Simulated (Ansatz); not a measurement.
# BiBr3 (Bi(Br)3): the cost of one run

Method: DFT PBE, plane waves, PAW, molecule in a box with 9 Å of vacuum; program: Ansatz 0.2.0.

2 further runs of the same task are left out: 2 for a known fault of the program.

### Step 1. Where the work starts

4 atoms, charge 0, spin multiplicity 1.

Bond lengths: Bi1–Br2 2.642 Å, Bi1–Br3 2.642 Å, Bi1–Br4 2.642 Å. Angles: Br2–Bi1–Br3 101.3°, Br2–Bi1–Br4 101.3°, Br3–Bi1–Br4 101.3°.

As a file:

```mol
BiBr3
  3D, bonds by distance, orders not assigned

  4  3  0  0  0  0  0  0  0  0999 V2000
   -0.0000   -0.0000    0.7888 Bi  0  0
    2.3592    0.0000   -0.4003 Br  0  0
   -1.1796    2.0431   -0.4003 Br  0  0
   -1.1796   -2.0431   -0.4003 Br  0  0
  1  2  8  0
  1  3  8  0
  1  4  8  0
M  END
```

Formal oxidation states: Bi +3. An earlier session relaxed this geometry at BP86, Bi def2-SVP with ECP60, Br def2-SVP (singlet, point group C3v).

### Step 2. Scalar-relativistic

Input file input.yaml:

```yaml
crystal:
  lattice:
    - [12.54, 0.0, 0.0]
    - [0.0, 13.09, 0.0]
    - [0.0, 0.0, 10.19]
  atoms:
    - { symbol: Bi, position: [0.45292026, 0.49985791, 0.55830128] }
    - { symbol: Br, position: [0.64105423, 0.49985943, 0.44160942] }
    - { symbol: Br, position: [0.35885167, 0.65594041, 0.44160942] }
    - { symbol: Br, position: [0.35885407, 0.34377387, 0.44160942] }
basis:
  ecutwfc: 420
  ecutrho_ratio: 4
kpoints:
  mp_grid: { grid: [1, 1, 1] }
hamiltonian:
  xc: pbe
scf:
  occupations: { method: gaussian, width: 0.01 }
output:
  forces: true
  eigenvalues: true
  populations: true
```

Started as:

```console
> ansatz run input.yaml --threads 2 --pin off --max-ram 5120MiB --backend cpu --events-out ev --progress --plain --runs-dir out
```

What time and memory should one allow on 2 threads of Intel Xeon Platinum 8488C (Sapphire Rapids), shared host?

About 2.9 s, with a peak of 0.95 GiB.
